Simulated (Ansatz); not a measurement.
# Si₈H₈: up Jacob's ladder to CCSD(T)

The task here is to estimate one member of a computed series from the others.

Computed with Ansatz 0.2.0, Gaussian basis. Level: functionals in def2-TZVPP, the program's frozen cores in correlated methods.

Levels to be run: LDA (SPW92), PBE-D4, revPBE-D4, BLYP-D4, r2SCAN-D4, B97M-V, PBE0-D4, B3LYP-D4, r2SCANh-D4, r2SCAN0-D4, HSE06-D4, BHLYP-D4, CAM-B3LYP-D4, LC-ωPBE, ωB97X-V, ωB97M-V, B2PLYP, PBE-QIDH; CCSD(T)/def2-SVP; CCSD(T)/def2-TZVPP; MP2/def2-QZVPP; extrapolation to the limit; RPA on PBE.

## The geometry

The geometry comes from an earlier relaxation with PBE0-D4 in a triple-zeta def2 set; it is a stationary point, not always the lowest conformer.

SMILES `[SiH]12[SiH]3[SiH]4[SiH]1[SiH]1[SiH]2[SiH]3[SiH]41`, 16 atoms, charge 0, spin multiplicity 1.

Atoms are counted from 1 here; the program's logs count them from 0.

Bond lengths: Si1–Si2 2.374 Å, Si1–Si4 2.374 Å, Si1–Si6 2.374 Å, Si1–H9 1.491 Å, Si2–Si3 2.374 Å, Si2–Si7 2.374 Å, Si2–H10 1.491 Å, Si3–Si4 2.374 Å, Si3–Si8 2.374 Å, Si3–H11 1.491 Å, Si4–Si5 2.374 Å, Si4–H12 1.491 Å, Si5–Si6 2.374 Å, Si5–Si8 2.374 Å, Si5–H13 1.491 Å, Si6–Si7 2.374 Å, Si6–H14 1.491 Å, Si7–Si8 2.374 Å and more. Angles: Si2–Si1–Si4 90.0°, Si2–Si1–Si6 90.0°, Si2–Si1–H9 125.3°, Si4–Si1–Si6 90.0°, Si4–Si1–H9 125.3°, Si6–Si1–H9 125.3°, Si1–Si2–Si3 90.0°, Si1–Si2–Si7 90.0°, Si1–Si2–H10 125.3°, Si3–Si2–Si7 90.0°, Si3–Si2–H10 125.3°, Si7–Si2–H10 125.3°, Si2–Si3–Si4 90.0°, Si2–Si3–Si8 90.0°, Si2–Si3–H11 125.3°, Si4–Si3–Si8 90.0°, Si4–Si3–H11 125.3°, Si8–Si3–H11 125.3° and more.

Set-up of the first run:

in.yaml reads:

```yaml
crystal:
  periodic: [false, false, false]
  atoms:
    - {symbol: Si, position_ang: [1.883052, 0.734658, -0.376963]}
    - {symbol: Si, position_ang: [1.145539, -0.145026, 1.701303]}
    - {symbol: Si, position_ang: [0.134648, -1.971069, 0.569649]}
    - {symbol: Si, position_ang: [0.872165, -1.091383, -1.508615]}
    - {symbol: Si, position_ang: [-1.145537, 0.145029, -1.701308]}
    - {symbol: Si, position_ang: [-0.134650, 1.971071, -0.569651]}
    - {symbol: Si, position_ang: [-0.872164, 1.091380, 1.508611]}
    - {symbol: Si, position_ang: [-1.883054, -0.734659, 0.376956]}
    - {symbol: H, position_ang: [3.248327, 1.267309, -0.650278]}
    - {symbol: H, position_ang: [1.976087, -0.250176, 2.934806]}
    - {symbol: H, position_ang: [0.232276, -3.400156, 0.982661]}
    - {symbol: H, position_ang: [1.504517, -1.882676, -2.602406]}
    - {symbol: H, position_ang: [-1.976085, 0.250166, -2.934811]}
    - {symbol: H, position_ang: [-0.232265, 3.400163, -0.982646]}
    - {symbol: H, position_ang: [-1.504526, 1.882660, 2.602408]}
    - {symbol: H, position_ang: [-3.248330, -1.267300, 0.650283]}
basis:
  gaussian: {orbitals: def2-TZVPP}
hamiltonian: {xc: lda}
output: {orbitals: {seedname: orbitals}}
```

Among the steps run: LDA; PBE-D4 (GGA); revPBE-D4 (GGA); BLYP-D4 (GGA); r2SCAN-D4 (meta-GGA); B97M-V (meta-GGA); PBE0-D4 (hybrid); B3LYP-D4 (hybrid); r2SCANh-D4 (hybrid); r2SCAN0-D4 (hybrid); HSE06-D4 (hybrid); BHLYP-D4 (hybrid); CAM-B3LYP-D4 (range-separated); LC-ωPBE-D4 (range-separated; the results give it without D4); ωB97X-V (range-separated); ωB97M-V (range-separated); B2PLYP (double hybrid); PBE-QIDH (double hybrid).

One of the session's tables, all rows but one given; the rest of the session is left out.

It belongs to the step «Orbital energies across the functionals». 

```
  functional  HOMO (eV)  LUMO (eV)  gap (eV)
 LDA (SPW92)          ?          ?         ?
      PBE-D4      -5.46      -2.87      2.59
   revPBE-D4      -5.41      -2.84      2.58
     BLYP-D4      -5.25      -2.56      2.69
   r2SCAN-D4      -5.63      -2.74      2.89
      B97M-V      -5.68      -2.91      2.76
     PBE0-D4      -6.32      -2.17      4.14
    B3LYP-D4      -6.10      -2.15      3.95
  r2SCANh-D4      -5.94      -2.49      3.45
  r2SCAN0-D4      -6.42      -2.11      4.31
    HSE06-D4      -5.94      -2.54      3.40
    BHLYP-D4      -7.00      -1.12      5.89
CAM-B3LYP-D4      -7.36      -0.95      6.42
     LC-ωPBE      -8.57      -0.19      8.38
     ωB97X-V      -8.29      -0.20      8.09
     ωB97M-V      -8.09      -0.44      7.64
```

**Question.** Estimate the row for LDA (SPW92).

As computed: HOMO (eV): -5.59; LUMO (eV): -2.95; gap (eV): 2.64. In the column «HOMO (eV)» it lies between r2SCAN-D4 (-5.63) and PBE-D4 (-5.46).
